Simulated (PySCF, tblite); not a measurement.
# C8H9Cl: geometry, infrared bands, NMR shifts and electronic excitations

Aim: predict the infrared bands, NMR shifts and electronic excitations of C8H9Cl (`Cl/C=C/C#CC1CCC1`).

Computed with tblite 0.8.0 and PySCF 2.14.0, with density-fitted response routines of our own, on a single molecule in the gas phase. Atoms count from 0, in the outputs and in this text.

### 1 The starting structure

18 atoms, charge 0, multiplicity 1; geometry from: GFN2-xTB.

Bonds of the start (Å): Cl0–C1 1.72, C1–C2 1.33, C2–C3 1.41, C3–C4 1.21, C4–C5 1.44, C5–C6 1.55, C6–C7 1.54, C7–C8 1.54, C8–C5 1.55, C1–H9 1.08, C2–H10 1.08, C5–H11 1.09, C6–H12 1.09, C6–H13 1.09, C7–H14 1.09, C7–H15 1.09, C8–H16 1.09, C8–H17 1.09.

### 2 Harmonic vibrations with GFN2-xTB

Job settings and geometry (Å):

```
{"job": {"kind": "ir", "xc": "GFN2-xTB", "basis": "xTB"}, "charge": 0, "multiplicity": 1}
Cl     5.444248    -0.042210     0.543838
C      3.730028     0.056893     0.463979
C      3.010536    -0.653059    -0.401665
C      1.607248    -0.566225    -0.457529
C      0.405899    -0.531272    -0.547449
C     -1.028594    -0.435708    -0.597628
C     -1.772442    -0.615931     0.747019
C     -2.561336     0.671375     0.469475
C     -1.616347     0.991938    -0.697006
H      3.293245     0.739870     1.175899
H      3.484325    -1.328817    -1.101296
H     -1.415725    -1.097115    -1.376293
H     -1.103691    -0.530299     1.601090
H     -2.356212    -1.529055     0.841408
H     -3.582921     0.479729     0.146841
H     -2.579365     1.399768     1.277446
H     -2.085939     1.239787    -1.646319
H     -0.881715     1.756646    -0.453467
```

**Question.** This job is followed by: PBE0-D3(BJ)/def2-SVP geometry optimisation, gas phase; GIAO PBE0/pcSseg-1 NMR shielding, non-relativistic, gas phase; TDDFT B3LYP/def2-SVPD, vertical, gas phase, core orbitals frozen in the response; GIAO B97-2/pcSseg-1 NMR shielding, non-relativistic, gas phase. Predict these results of the whole session: strongest single infrared mode (GFN2-xTB); zero-point energy (GFN2-xTB); point group; rotational constants (main isotopes); 13C shifts against TMS (PBE0/pcSseg-1, means over atoms taken as alike); 1H shifts against TMS (PBE0/pcSseg-1, means over atoms taken as alike); 35Cl shifts against HCl (PBE0/pcSseg-1); lowest singlet (B3LYP/def2-SVPD); brightest single state of those computed; lowest triplet; vertical ionisation energy (ΔSCF); vertical electron affinity (ΔSCF); range of the shift of Cl0.

As calculated:

| quantity | value |
| --- | --- |
| strongest single infrared mode (GFN2-xTB) | 3026 cm⁻¹, 84 km/mol |
| zero-point energy (GFN2-xTB) | 88.9 kcal/mol |
| point group | Cs |
| rotational constants (main isotopes) | 5.98, 0.37, 0.37 GHz |
| 13C shifts against TMS (PBE0/pcSseg-1, means over atoms taken as alike) | 145.4, 122.4, 107.0, 81.7, 32.5, 27.3, 20.4 ppm |
| 1H shifts against TMS (PBE0/pcSseg-1, means over atoms taken as alike) | 6.44, 5.93, 2.98, 2.11, 2.01, 1.81, 1.61 ppm |
| 35Cl shifts against HCl (PBE0/pcSseg-1) | 223 ppm |
| lowest singlet (B3LYP/def2-SVPD) | 4.81 eV (258 nm), f = 0.000 |
| brightest single state of those computed | state 2, 4.91 eV, f = 0.507 |
| lowest triplet | 3.11 eV |
| vertical ionisation energy (ΔSCF) | 8.36 eV |
| vertical electron affinity (ΔSCF) | -0.50 eV (unbound: the value hangs on the basis) |
| range of the shift of Cl0 | 217 to 223 ppm |

What this shows: No mode is imaginary among the 48: a minimum at this level. Unscaled tight-binding wavenumbers are off by several per cent, some by more. Its intensities can rank the bands wrongly. Relaxing lowered the energy by 0.085 eV in 10 steps; the close pair that moved most is C2–H10, from 1.082 to 1.096 Å. At PBE0/pcSseg-1: The largest span, 435 ppm, is at Cl0, where the paramagnetic term is -422 ppm. The first singlet state (HOMO−1→LUMO 0.98) lies at 4.81 eV and is dark; of the 10 states computed, the strongest absorption comes from state 2 at 4.91 eV. The lowest triplet lies 1.70 eV below the lowest singlet (triplets in Tamm-Dancoff, singlets in full TDDFT). ΔSCF puts the ionisation energy at 8.36 eV, 1.91 eV above −ε(HOMO). Across the 2 runs the shift of Cl0 moves most, between 217 (B97-2/pcSseg-1) and 223 ppm (PBE0/pcSseg-1). Most of that comes from the computed reference, not from the atom's own shielding.
